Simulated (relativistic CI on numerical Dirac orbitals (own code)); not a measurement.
# Sc³⁺: 1s photoemission with charge transfer

Aim: the 1s photoemission spectrum of Sc³⁺ in a cubic metal-ligand cluster, for 5 values of Veg.

Method: charge-transfer multiplet model of a cubic metal-ligand cluster with up to 2 ligand holes, Slater and spin-orbit integrals from Dirac-Coulomb-Breit ions, Slater integrals scaled by 0.7. Code: relativistic CI on numerical Dirac orbitals (own code) version 3.

## (1) The atom as given

- ion: Sc³⁺ (Sc IV)
- nuclear charge: 21
- electrons: 18
- d electrons: 0
- ligand holes at most: 2
- parameters: in eV; Veg, Vt2g hoppings, tenDq and tenDqL metal and ligand splittings (negative tenDq: tetrahedral), red the scaling of hopping with a core hole
- temperature: 20 K
- widths: Lorentz 1.1 eV, Gauss 0.6 eV

## (2) Veg = 2.05 eV

Input settings:

```ini
cluster ion=Sc3+ d0 ligand_holes=2 slater_scale=0.7
Delta=3 Udd=5.3 Upd=6.4 tenDq=1.3 tenDqL=0.2 Veg=2.05 Vt2g=-1.12 red=1
spectrum xps 1s T=20 lorentz=1.1 gauss=0.6
```

Command:

```console
python run_levels.py task.json out
```

task.json lists these runs, among others, and the program works through them in turn.

## (3) Veg = 1.15 eV

Input settings:

```ini
cluster ion=Sc3+ d0 ligand_holes=2 slater_scale=0.7
Delta=3 Udd=5.3 Upd=6.4 tenDq=1.3 tenDqL=0.2 Veg=1.15 Vt2g=-0.63 red=1
spectrum xps 1s T=20 lorentz=1.1 gauss=0.6
```

## (4) Veg = 1.45 eV

Input settings:

```ini
cluster ion=Sc3+ d0 ligand_holes=2 slater_scale=0.7
Delta=3 Udd=5.3 Upd=6.4 tenDq=1.3 tenDqL=0.2 Veg=1.45 Vt2g=-0.79 red=1
spectrum xps 1s T=20 lorentz=1.1 gauss=0.6
```

## (5) Veg = 2.35 eV

Input settings:

```ini
cluster ion=Sc3+ d0 ligand_holes=2 slater_scale=0.7
Delta=3 Udd=5.3 Upd=6.4 tenDq=1.3 tenDqL=0.2 Veg=2.35 Vt2g=-1.28 red=1
spectrum xps 1s T=20 lorentz=1.1 gauss=0.6
```

## (6) Veg = 2.95 eV

Input settings:

```ini
cluster ion=Sc3+ d0 ligand_holes=2 slater_scale=0.7
Delta=3 Udd=5.3 Upd=6.4 tenDq=1.3 tenDqL=0.2 Veg=2.95 Vt2g=-1.61 red=1
spectrum xps 1s T=20 lorentz=1.1 gauss=0.6
```

(Steps that only read results are left out.)

Before running it: what results should come out? Wanted: d count; ground spin.

**Answer**, as computed:

| run | d count | weight without ligand hole | ground S | up to four highest peaks (% of the highest), eV from the first main peak |
| --- | --- | --- | --- | --- |
| Veg = 2.05 eV | 0.58 | 0.49 | 0.00 | 0.0 (100), 10.0 (21) |
| Veg = 1.15 eV | 0.35 | 0.67 | 0.00 | 0.0 (100), 6.4 (52), 9.8 (9) |
| Veg = 1.45 eV | 0.44 | 0.60 | 0.00 | 0.0 (100), 7.5 (37) |
| Veg = 2.35 eV | 0.63 | 0.46 | 0.00 | 0.0 (100), 11.1 (16) |
| Veg = 2.95 eV | 0.71 | 0.40 | 0.00 | 0.0 (100), 13.5 (11) |

```
                           quantity         value
                            d count  0.35 to 0.71
ground spin (effective S from ⟨S²⟩)          0.00
```

**Reading.** From Veg = 1.15 eV to Veg = 2.95 eV the ground-state d count goes from 0.35 to 0.71. In the first run the ligand-hole configurations outweigh d0 itself: the bond is strongly covalent. The space is cut at the given number of ligand holes while the last configuration still holds over a tenth of the ground state. The cluster parameters are drawn, not fitted to a compound.
